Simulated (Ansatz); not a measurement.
# ClH₃S₃Si: basis-set convergence

An exercise on one series of results from a longer session: the logs are not shown, and one member is left open.

Program: Ansatz 0.2.0, Gaussian basis. Level of theory: one geometry, several basis sets. These are calculated values, not measurements.

Levels to be run: PBE0-D4/def2-SVP; ωB97M-V/def2-SVP; PBE0-D4/def2-QZVPP; ωB97M-V/def2-QZVPP; the functionals' def2-TZVPP values are taken from earlier runs.

## Structure used throughout

An earlier PBE0-D4 in a triple-zeta def2 set relaxation fixed the geometry.

SMILES `S[Si](S)(S)Cl`, 8 atoms, charge 0, spin multiplicity 1.

Atoms are counted from 1 here; the program's logs count them from 0.

Bond lengths: S1–Si2 2.119 Å, S1–H6 1.344 Å, Si2–S3 2.119 Å, Si2–S4 2.122 Å, Si2–Cl5 2.052 Å, S3–H7 1.344 Å, S4–H8 1.345 Å. Angles: Si2–S1–H6 92.8°, S1–Si2–S3 102.5°, S1–Si2–S4 114.3°, S1–Si2–Cl5 112.1°, S3–Si2–S4 114.2°, S3–Si2–Cl5 112.1°, S4–Si2–Cl5 102.0°, Si2–S3–H7 92.8°, Si2–S4–H8 93.2°.

Set-up of the first run:

File in.yaml:

```yaml
crystal:
  periodic: [false, false, false]
  atoms:
    - {symbol: S, position_ang: [-1.083169, 1.401412, 1.176598]}
    - {symbol: Si, position_ang: [0.143098, 0.274608, -0.134231]}
    - {symbol: S, position_ang: [1.827759, -0.160269, 1.076012]}
    - {symbol: S, position_ang: [-0.802950, -1.436890, -0.957879]}
    - {symbol: Cl, position_ang: [0.651978, 1.333227, -1.816257]}
    - {symbol: H, position_ang: [-2.078378, 1.489764, 0.276963]}
    - {symbol: H, position_ang: [2.393194, -0.928375, 0.128456]}
    - {symbol: H, position_ang: [-1.051543, -1.973476, 0.250328]}
basis:
  gaussian: {orbitals: def2-SVP}
hamiltonian: {xc: pbe0, dispersion: d4}
output: {orbitals: {seedname: orbitals}}
```

Launch:

```bash
$ ansatz run in.yaml --threads 4 --pin off --events-out ev --progress --plain --max-ram 10444MiB
```

Among the steps run: PBE0-D4 in def2-SVP; ωB97M-V in def2-SVP; PBE0-D4 in def2-QZVPP; ωB97M-V in def2-QZVPP.

One table of the session follows, with a row left open; its other results are not shown here.

It belongs to the step «Density functionals: the series». 

```
functional       basis  HOMO (eV)
   PBE0-D4    def2-SVP      -7.48
   PBE0-D4  def2-TZVPP          ?
   PBE0-D4  def2-QZVPP      -7.59
   ωB97M-V    def2-SVP      -9.58
   ωB97M-V  def2-TZVPP      -9.69
   ωB97M-V  def2-QZVPP      -9.73
```

Estimate the missing values for PBE0-D4, def2-TZVPP.

As computed: HOMO (eV): -7.56. In the column «HOMO (eV)» it lies between PBE0-D4, def2-QZVPP (-7.59) and PBE0-D4, def2-SVP (-7.48).
